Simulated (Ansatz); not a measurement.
# InAs: how the settings move a single-point run

How sensitive is a single-point run of InAs to its settings? A reference run comes first, then six runs with altered input.

Program: Ansatz 0.2.0. Level of theory: reference: DFT, PBE, plane waves, PAW. These are calculated values, not measurements.

2 further runs of the same task are left out: 1 for a known fault of the program, 1 that didn't finish.

## (1) The starting structure

Symmetry: F-43m, No. 216, cubic system. Conventional cell: a = 6.109 Å, b = 6.109 Å, c = 6.109 Å, α = 90.00°, β = 90.00°, γ = 90.00°. In (site symmetry -43m) has 4 As at 2.65 Å as nearest neighbours. As (site symmetry -43m) is surrounded by 4 In at 2.65 Å.

Coordinates:

```xyz
2
Lattice="0.0000 3.0546 3.0546 3.0546 0.0000 3.0546 3.0546 3.0546 0.0000" Properties=species:S:1:pos:R:3 pbc="T T T"
In    0.0000    0.0000    0.0000
As    1.5273    1.5273    1.5273
```

## (2) The reference run

Input file input.yaml:

```yaml
crystal:
  lattice:
    - [0.0, 3.0545904655, 3.0545904655]
    - [3.0545904655, 0.0, 3.0545904655]
    - [3.0545904655, 3.0545904655, 0.0]
  atoms:
    - { symbol: In, position: [0.0, 0.0, 0.0] }
    - { symbol: As, position: [0.25, 0.25, 0.25] }
kpoints:
  mp_grid: { grid: [6, 6, 6] }
hamiltonian:
  xc: pbe
scf:
  occupations: { method: fermi_dirac, width: 0.02 }
  n_extra_bands: 4
output:
  forces: true
  stress: true
  eigenvalues: true
```

On the command line:

```bash
ansatz run input.yaml --threads 4 --pin off --max-ram 3686MiB --backend cpu --events-out ev --progress --plain --runs-dir out
```

## (3) Changing settings: mp_grid.shift [0.5, 0.5, 0.5]

input.yaml: that of step 2 with these lines changed.

```diff
@@ -9,3 +9,3 @@
 kpoints:
-  mp_grid: { grid: [6, 6, 6] }
+  mp_grid: { grid: [6, 6, 6], shift: [0.5, 0.5, 0.5] }
 hamiltonian:
```

## (4) Variant: occupations.method gaussian, occupations.width 0.001

input.yaml: that of step 2 with these lines changed.

```diff
@@ -13,3 +13,3 @@
 scf:
-  occupations: { method: fermi_dirac, width: 0.02 }
+  occupations: { method: gaussian, width: 0.001 }
   n_extra_bands: 4
```

## (5) Changed: dispersion d3bj

input.yaml: that of step 2 with these lines changed.

```diff
@@ -12,2 +12,3 @@
   xc: pbe
+  dispersion: d3bj
 scf:
```

## (6) Changed: mp_grid.grid [2, 2, 2]

input.yaml: that of step 2 with these lines changed.

```diff
@@ -9,3 +9,3 @@
 kpoints:
-  mp_grid: { grid: [6, 6, 6] }
+  mp_grid: { grid: [2, 2, 2] }
 hamiltonian:
```

## (7) Variant: xc_grid 1

input.yaml: that of step 2 with these lines changed.

```diff
@@ -19 +19,3 @@
   eigenvalues: true
+basis:
+  xc_grid: 1
```

## (8) Changed: occupations.method methfessel_paxton, occupations.width 0.05

input.yaml: that of step 2 with these lines changed.

```diff
@@ -13,3 +13,3 @@
 scf:
-  occupations: { method: fermi_dirac, width: 0.02 }
+  occupations: { method: methfessel_paxton, width: 0.05 }
   n_extra_bands: 4
```

Q: Predict the outcome of this session. Wanted: for each run, ending; energy change; pressure; gap; force.

As calculated:

```csv
run,ending,energy change,pressure (GPa),gap (eV),force (eV/Å),cycles,time
reference,converged,0,2.1,0.00,0.00,6,1.1 s
"1: mp_grid.shift [0.5, 0.5, 0.5]",converged,-9.0 meV/atom,2.0,0.81,0.01,6,1.7 s
"2: occupations.method gaussian, occupations.width 0.001",converged,+0.1 meV/atom (σ→0),2.1,0.00,0.00,8,1.4 s
3: dispersion d3bj,converged,-312.4 meV/atom (offset of the dispersion model),0.1,0.00,0.00,6,1.1 s
"4: mp_grid.grid [2, 2, 2]",converged,+927.5 meV/atom,9.2,0.00,0.00,8,0.62 s
5: xc_grid 1,converged,0.0 meV/atom,2.1,0.00,0.00,6,1.1 s
"6: occupations.method methfessel_paxton, occupations.width 0.05",converged,0.0 meV/atom (σ→0),2.1,0.00,0.00,6,1.1 s
```

Residual by cycle in the longest SCF loop of each run; runs are numbered as in the table. The quantity is the density residual dr2, in eV.

```csv
cycle,reference,run 1,run 2,run 3,run 4,run 5,run 6
1,0.00607,0.00775,0.00607,0.00607,0.0649,0.00607,0.00612
2,5.2e-4,6.3e-4,0.00185,5.2e-4,0.0177,5.2e-4,5.6e-4
3,5.0e-5,6.7e-5,0.00103,5.0e-5,0.0091,5.0e-5,5.3e-5
4,5.8e-6,9.5e-6,4.8e-4,5.8e-6,0.00277,5.9e-6,5.4e-6
5,6.2e-7,7.6e-7,9.2e-5,6.2e-7,0.00107,6.2e-7,6.2e-7
6,1.0e-8,1.2e-8,2.1e-5,1.0e-8,4.9e-5,1.0e-8,1.3e-8
7,-,-,8.1e-8,-,9.0e-7,-,-
8,-,-,2.5e-9,-,1.2e-8,-,-
```

**Reading.** Semilocal functionals close small gaps, so the missing gap need not be the real solid's.
